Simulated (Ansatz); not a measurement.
# MnSi: the cost of one run

Computed with Ansatz 0.2.0 (DFT r²SCAN, scalar-relativistic, plane waves, PAW, unless a step's input says otherwise).

The COD entry's cell or inner coordinates are ideal or old and differ from later refinements, so a difference from it is no clean test against experiment.

## Step 1: The starting structure

The structure is cubic, space group P2_13 (No. 198). The conventional cell has a = 4.556 Å, b = 4.556 Å, c = 4.556 Å, α = 90.00°, β = 90.00°, γ = 90.00°. Mn (site symmetry 3) has 7 Si at 2.32 to 2.53 Å as nearest neighbours. Around Si (site symmetry 3) lie 7 Mn at 2.32 to 2.53 Å.

Coordinates:

```cif
data_structure
_symmetry_space_group_name_H-M 'P 1'
_symmetry_Int_Tables_number 1
_cell_length_a 4.5560
_cell_length_b 4.5560
_cell_length_c 4.5560
_cell_angle_alpha 90.000
_cell_angle_beta 90.000
_cell_angle_gamma 90.000
_cell_volume 94.57
loop_
_atom_site_label
_atom_site_type_symbol
_atom_site_fract_x
_atom_site_fract_y
_atom_site_fract_z
_atom_site_occupancy
Mn1 Mn 0.13918 0.13918 0.13918 1
Mn2 Mn 0.36082 0.86082 0.63918 1
Mn3 Mn 0.63918 0.36082 0.86082 1
Mn4 Mn 0.86082 0.63918 0.36082 1
Si1 Si 0.84539 0.84539 0.84539 1
Si2 Si 0.65461 0.15461 0.34539 1
Si3 Si 0.34539 0.65461 0.15461 1
Si4 Si 0.15461 0.34539 0.65461 1
```

This cell comes from an earlier session at r²SCAN: 11.821 Å³/atom at -0.06 GPa, on a 8×8×8 mesh.

Volume factors to run: 0.980, 1.020, 0.960, 1.040.

## Step 2: Volume × 0.980

input.yaml reads:

```yaml
crystal:
  lattice:
    - [4.525454388, 0.0, 0.0]
    - [0.0, 4.525454388, 0.0]
    - [0.0, 0.0, 4.525454388]
  atoms:
    - { symbol: Mn, position: [0.1391777084, 0.1391777084, 0.1391777084], spin: 2.4 }
    - { symbol: Mn, position: [0.3608222916, 0.8608222916, 0.6391777084], spin: 2.4 }
    - { symbol: Mn, position: [0.6391777084, 0.3608222916, 0.8608222916], spin: 2.4 }
    - { symbol: Mn, position: [0.8608222916, 0.6391777084, 0.3608222916], spin: 2.4 }
    - { symbol: Si, position: [0.8453909632, 0.8453909632, 0.8453909632] }
    - { symbol: Si, position: [0.6546090368, 0.1546090368, 0.3453909632] }
    - { symbol: Si, position: [0.3453909632, 0.6546090368, 0.1546090368] }
    - { symbol: Si, position: [0.1546090368, 0.3453909632, 0.6546090368] }
basis:
  ecutwfc: 500
  ecutrho_ratio: 4
kpoints:
  mp_grid: { grid: [8, 8, 8] }
hamiltonian:
  xc: r2scan
scf:
  occupations: { method: gaussian, width: 0.05 }
output:
  forces: true
  stress: true
  eigenvalues: true
  populations: true
magnetization:
  spin_polarized: true
relax:
  f_tol: 0.01
  max_steps: 40
```

Started as:

```console
$ ansatz run input.yaml --threads 4 --pin off --max-ram 10240MiB --backend cpu --events-out ev --progress --plain --runs-dir out
```

Q: Estimate wall time and peak memory on 4 threads of AMD EPYC 9B14 (Zen 4), shared host.

About 57 s, with a peak of 1.1 GiB.
